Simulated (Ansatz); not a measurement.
# ZrCH2+ (doublet): from Hartree-Fock to the top rungs, def2-SVP

The task here is to estimate one member of a computed series from the others.

The runs use Ansatz 0.2.0, Gaussian basis; def2-SVP, core rule «outside noble gas», up to 5 orbitals frozen.

To be run: UHF; CCSD(T) on ROHF; CCSD(T) on UHF; CISD as a restricted active space (open shells left free, so some higher excitations enter); CCSDT(Q) on ROHF; CCSDT(Q) on UHF; CASSCF and MRCISD+Q, 9 electrons in 9 orbitals; CASSCF and NEVPT2, 9 electrons in 9 orbitals.

22 further runs of the same task are left out: 8 that didn't finish, 14 set aside as unsound or not needed. Runs told in other sessions of the task aren't counted.

### What is computed

The geometry is a PBE0/def2-TZVP stationary point (not a proven minimum) of the parent state, kept for this charge and spin. No spin-orbit coupling is included. Elements past krypton take def2 core potentials.

4 atoms, charge 1, spin multiplicity 2.

Atoms are counted from 1 here; the program's logs count them from 0.

Bond lengths: Zr1–C2 1.958 Å, C2–H3 1.095 Å, C2–H4 1.095 Å. Angles: Zr1–C2–H3 123.1°, Zr1–C2–H4 123.1°, H3–C2–H4 113.7°.

The first run:

in.yaml

```yaml
crystal:
  periodic: [false, false, false]
  atoms:
    - {symbol: Zr, position_ang: [0.000000, 0.000000, 0.272416]}
    - {symbol: C, position_ang: [0.000000, 0.000000, -1.685685]}
    - {symbol: H, position_ang: [0.000000, 0.916504, -2.284186]}
    - {symbol: H, position_ang: [0.000000, -0.916504, -2.284186]}
basis:
  gaussian: {orbitals: def2-SVP}
total_charge: 1
magnetization: {spin_polarized: true, initial_magnetization: 1}
hamiltonian: {xc: hf}
output: {orbitals: {seedname: orbitals}}
```

Started as:

```
> ansatz run in.yaml --threads 1 --pin off --events-out ev --progress --plain --max-ram 2393MiB
```

Among the steps run: UHF; CCSD(T) on ROHF; CCSD(T) on UHF; CISD as a restricted active space (open shells left free, so some higher excitations enter); CCSDT(Q) on ROHF; CCSDT(Q) on UHF; CASSCF and MRCISD+Q, 9 electrons in 9 orbitals; CASSCF and NEVPT2, 9 electrons in 9 orbitals.

One of the session's tables, all rows but one given; the rest of the session is left out.

It belongs to the step «Misses and costs». 

```
           method  from RCCSDT(Q) (kJ/mol)
             ROHF                   +611.5
              UHF                   +569.9
             RMP2                    +74.5
             UMP2                   +131.2
            RCCSD                    +34.1
            UCCSD                    +31.9
         RCCSD(T)                     +4.5
         UCCSD(T)                     +6.3
           RCCSDT                     +2.4
           UCCSDT                     +0.1
        RCCSDT(Q)                        0
        UCCSDT(Q)                     -3.0
  CASSCF frontier                   +314.6
  NEVPT2 frontier                        ?
  MRCISD frontier                    +18.8
MRCISD+Q frontier                     +1.8
```

Q: Estimate the row for NEVPT2 frontier from the others.

The run gave: from RCCSDT(Q) (kJ/mol): +79.8. In the column «from RCCSDT(Q) (kJ/mol)» it lies between RMP2 (+74.5) and UMP2 (+131.2).

Not comparable, so not listed: CISD as a restricted active space (open shells left free, so some higher excitations enter) (they don't share determinant, frozen orbitals or solution with the rows shown, or repeat one).

Caveats from the session: The determinant of HF (⟨S²⟩ 1.31) is far from a pure spin state, so its energy mixes those of several spin states; that is harmless only where they are near-degenerate. The determinant of CCSD(T) (⟨S²⟩ 1.31) is far from a pure spin state, so its energy mixes those of several spin states; high orders of coupled cluster remove much of that, low ones don't. The determinant of CCSDT(Q) (⟨S²⟩ 1.31) is far from a pure spin state, so its energy mixes those of several spin states; high orders of coupled cluster remove much of that, low ones don't. Restricted and unrestricted rows rest on different reference determinants; a gap between their highest levels can come from leftover correlation error, from unlike frozen cores or from another state.
